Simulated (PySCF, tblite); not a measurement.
# C5H7BClO radical: geometry, infrared bands and EPR parameters

Wanted: the infrared bands and EPR parameters of C5H7BClO radical (`BC1=C(Cl)[C@@H](C)[CH]O1`), by calculation.

Programs: tblite 0.8.0 and PySCF 2.14.0, with density-fitted response routines of our own. Each step states its level of theory. These are calculated values for one molecule in the gas phase, unless marked as measured. Atoms count from 0, in the outputs and in this text.

### Step 1. The molecule as given

15 atoms, charge 0, multiplicity 2; geometry from: force field or distance geometry start.

Bonds of the start (Å): B0–C1 1.57, C1–C2 1.31, C2–Cl3 1.75, C2–C4 1.50, C4–C5 1.51, C4–C6 1.52, C6–O7 1.42, O7–C1 1.38, B0–H8 1.17, B0–H9 1.16, C4–H10 1.10, C5–H11 1.11, C5–H12 1.10, C5–H13 1.11, C6–H14 1.11.

### Step 2. Relaxing the molecule with GFN2-xTB

What the job is given:

```
{"job": {"kind": "relax", "xc": "GFN2-xTB", "basis": "xTB"}, "charge": 0, "multiplicity": 2}
B      2.695000     0.228500    -0.438700
C      1.180500    -0.110400    -0.178000
C      0.318700     0.484900     0.609300
Cl     0.569100     1.911800     1.588700
C     -1.000500    -0.217200     0.540600
C     -1.908400     0.501800    -0.431200
C     -0.633500    -1.543200    -0.102100
O      0.566600    -1.194100    -0.771200
H      3.439700     0.248500     0.468700
H      3.044400     0.272500    -1.548900
H     -1.456100    -0.339100     1.537700
H     -2.577700     1.181700     0.134500
H     -1.356400     1.114600    -1.157100
H     -2.450000    -0.280300    -1.001200
H     -0.435800    -2.252100     0.727200
```

Launch:

```bash
$ OMP_NUM_THREADS=1 python probes_run.py task.json out
```

This one command runs all jobs of the session in turn.

**Question.** This job is followed by: GFN2-xTB harmonic vibrations, gas phase; UKS B3LYP, pcH-1 on B C Cl H O, non-relativistic, mean-field spin-orbit, GIAO. What will the session give for the following? strongest single infrared mode (GFN2-xTB); zero-point energy (GFN2-xTB); g(iso) (B3LYP); ⟨S²⟩; largest a(iso) (averaged by class); potential on the surface of density 0.002 e/bohr³, 1st and 99th percentile.

The runs gave:

```
                                                                  quantity                  value
                                 strongest single infrared mode (GFN2-xTB)  2662 cm⁻¹, 119 km/mol
                                              zero-point energy (GFN2-xTB)          66.4 kcal/mol
                                                            g(iso) (B3LYP)                2.00345
                                                                      ⟨S²⟩     0.770 (exact 0.75)
                                        largest a(iso) (averaged by class)   1H on H10, 162.1 MHz
potential on the surface of density 0.002 e/bohr³, 1st and 99th percentile     -0.92 V and 1.20 V
```

What this shows: Over 84 steps the energy fell by 1.404 eV; of the close pairs, C6–O7 changed most, 1.418 to 1.330 Å. No mode is imaginary among the 39: a minimum at this level. The strongest single mode, at 2662 cm⁻¹, moves mainly H8 and H9. GFN2-xTB is a fitted tight-binding method: band positions and strengths are rough. Its intensities can rank the bands wrongly. C6 carries the largest spin population, 0.78 e. The isotropic g lies 1.1 ppt above the free-electron value. The conformer search found further structures of the same energy, which may be mirror or relabelled copies of this one.
